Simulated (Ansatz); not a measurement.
# CH5BGeO2: one species, many methods

An exercise on one series of results from a longer session: the logs are not shown, and one member is left open.

Method: functionals in def2-TZVPP, the program's frozen cores in correlated methods; program: Ansatz 0.2.0, Gaussian basis.

The runs, in order: PBE-D4, r2SCAN-D4, PBE0-D4, B3LYP-D4, ωB97X-V, ωB97M-V, B2PLYP; CCSD(T)/def2-TZVPP; MP2/def2-QZVPP; extrapolation to the limit.

## The geometry

The geometry comes from an earlier relaxation with PBE0-D4 in a triple-zeta def2 set; it is a stationary point, not always the lowest conformer.

SMILES `BO[C](=O)[GeH3]`, 10 atoms, charge 0, spin multiplicity 1.

Atoms are counted from 1 here; the program's logs count them from 0.

Bond lengths: B1–O2 1.368 Å, B1–H6 1.193 Å, B1–H7 1.193 Å, O2–C3 1.379 Å, C3–O4 1.189 Å, C3–Ge5 1.996 Å, Ge5–H8 1.532 Å, Ge5–H9 1.533 Å, Ge5–H10 1.529 Å. Angles: O2–B1–H6 115.6°, O2–B1–H7 120.2°, H6–B1–H7 124.2°, B1–O2–C3 122.5°, O2–C3–O4 122.5°, O2–C3–Ge5 111.5°, O4–C3–Ge5 126.0°, C3–Ge5–H8 108.1°, C3–Ge5–H9 108.0°, C3–Ge5–H10 107.4°, H8–Ge5–H9 110.1°, H8–Ge5–H10 111.6°, H9–Ge5–H10 111.5°.

The first run:

Contents of in.yaml:

```yaml
crystal:
  periodic: [false, false, false]
  atoms:
    - {symbol: B, position_ang: [-1.172902, 1.311905, -1.332433]}
    - {symbol: O, position_ang: [-0.889617, 0.299703, -0.457632]}
    - {symbol: C, position_ang: [0.336306, -0.329953, -0.425418]}
    - {symbol: O, position_ang: [0.998421, -0.491019, -1.399966]}
    - {symbol: Ge, position_ang: [0.780673, -0.969210, 1.412652]}
    - {symbol: H, position_ang: [-2.305944, 1.684914, -1.339186]}
    - {symbol: H, position_ang: [-0.305676, 1.791900, -1.995462]}
    - {symbol: H, position_ang: [-0.304800, -1.958969, 1.848662]}
    - {symbol: H, position_ang: [0.791482, 0.246083, 2.347315]}
    - {symbol: H, position_ang: [2.155056, -1.636454, 1.344466]}
basis:
  gaussian: {orbitals: def2-TZVPP}
hamiltonian: {xc: pbe, dispersion: d4}
output: {forces: true, orbitals: {seedname: orbitals}}
```

Command:

```sh
$ ansatz run in.yaml --threads 4 --pin off --events-out ev --progress --plain --max-ram 10444MiB
```

Among the steps run: PBE-D4 (GGA); r2SCAN-D4 (meta-GGA); PBE0-D4 (hybrid); B3LYP-D4 (hybrid); ωB97X-V (range-separated); ωB97M-V (range-separated); B2PLYP (double hybrid); CCSD(T) in def2-TZVPP; MP2 in def2-QZVPP.

One of the session's tables, all rows but one given; the rest of the session is left out.

```
            method  atomisation energy (kcal/mol)
            PBE-D4                          895.2
         r2SCAN-D4                          880.8
           PBE0-D4                              ?
          B3LYP-D4                          873.8
           ωB97X-V                          878.8
           ωB97M-V                          875.7
            B2PLYP                          867.0
     HF/def2-TZVPP                          622.1
    MP2/def2-TZVPP                          873.2
   CCSD/def2-TZVPP                          838.1
CCSD(T)/def2-TZVPP                          854.0
           MP2/CBS                          893.2
       CCSD(T)/CBS                          874.0
```

Q: Estimate the row for PBE0-D4 from the others.

**Answer.** atomisation energy (kcal/mol): 872.3. In the column «atomisation energy (kcal/mol)» it lies between B2PLYP (867.0) and MP2/def2-TZVPP (873.2).

Limits of these values: Free atoms (1 B, 2 O, 1 C, 1 Ge, 5 H) were run apart at each level; the atomisation energy is their sum less the molecule, without zero-point or spin-orbit terms.
